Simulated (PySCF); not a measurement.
# HfOCl2: structure of the singlet

Aim: relax HfOCl2 as a singlet from a T-shaped (ligand arrangement 1) start, check by its vibrations whether the end is a minimum, and collect its spectrum and constants.

The runs use PySCF 2.14.0; PBE0, basis Hf def2-TZVP with ECP60, O def2-TZVP, Cl def2-TZVP, scalar-relativistic core potentials, no spin–orbit coupling, density fitting.

## 1. The system as given

4 atoms, charge 0, spin multiplicity 1.

Bond lengths: Hf1–O2 1.850 Å, Hf1–Cl3 2.510 Å, Hf1–Cl4 2.510 Å. Angles: O2–Hf1–Cl3 88.0°, O2–Hf1–Cl4 176.0°, Cl3–Hf1–Cl4 88.0°.

Coordinates in bohr (charge 0 multiplicity 1):
```
Hf    0.0000    0.0000    0.0000
O    -3.4939    0.0000    0.1221
Cl    0.0000    0.0000    4.7432
Cl    4.7404    0.0000    0.1655
```

## 2. Finding the electronic state

One driver script runs all steps and calls PySCF; scf.py shows how it sets up the SCF of each step. The optimiser is the driver's own. After this first run the driver tries any further starts and a stability analysis.

File scf.py:

```python
from pyscf import gto, scf, dft
mol = gto.M(atom='''
Hf     0.000000     0.000000     0.000000
O     -1.848900     0.000000     0.064600
Cl     0.000000     0.000000     2.510000
Cl     2.508500     0.000000     0.087600''',
    basis={'Hf': 'def2-TZVP', 'O': 'def2-TZVP', 'Cl': 'def2-TZVP'},
    ecp={'Hf': 'def2-TZVP'},
    charge=0, spin=0)
mf = dft.RKS(mol, xc='PBE0')
mf.grids.atom_grid = (50, 194)
aux = {'Hf': 'def2-universal-JKFIT', 'O': 'def2-universal-JKFIT', 'Cl': 'def2-universal-JKFIT'}
mf = mf.density_fit(auxbasis=aux)
mf.conv_tol = 1e-08
mf.diis_space = 10
mf.max_cycle = 60
mf.init_guess = 'minao'
mf.verbose = 4
mf.kernel()
```

Launch:

```
OMP_NUM_THREADS=4 python axn.py task.json out
```

After this run come: T-shaped (ligand arrangement 1) start, singlet: relaxation; Vibrations and properties at this point; Leaving the saddle point; Is it a minimum? Harmonic modes.

**Question.** What will these runs give? Wanted: minimum; geometry; wavenumbers; dipole moment; highest occupied, lowest empty level; polar-tensor charge of Hf1; zero-point energy; atomisation energy.

The runs gave:

| quantity | value |
| --- | --- |
| minimum | singlet, Cs |
| geometry | Hf–Cl 2.365 Å (×2), Hf–O 1.742 Å; Cl–Hf–Cl 121.0°, Cl–Hf–O 112.2° (×2) |
| wavenumbers (cm⁻¹) | 55 (a'), 110 (a'), 198 (a''), 364 (a'), 383 (a''), 956 (a') |
| dipole moment | 3.99 D |
| highest occupied, lowest empty level | -8.82, -3.55 eV |
| polar-tensor charge of Hf1 | +2.18 e |
| zero-point energy | 12.4 kJ/mol |
| entropy at 298.15 K | 347.5 J/(mol K) |
| atomisation energy (no zero-point energy) | 1681 kJ/mol |

From Cs at the start the molecule goes to a Cs minimum, after a stop at a saddle point 2.4 kJ/mol higher, from which it was pushed off along an imaginary mode. The strongest infrared band lies at 956 cm⁻¹ (a', stretch). Only this shape and spin were tried, so other structures or states may lie lower. With an element this heavy the missing spin–orbit coupling can shift these numbers.
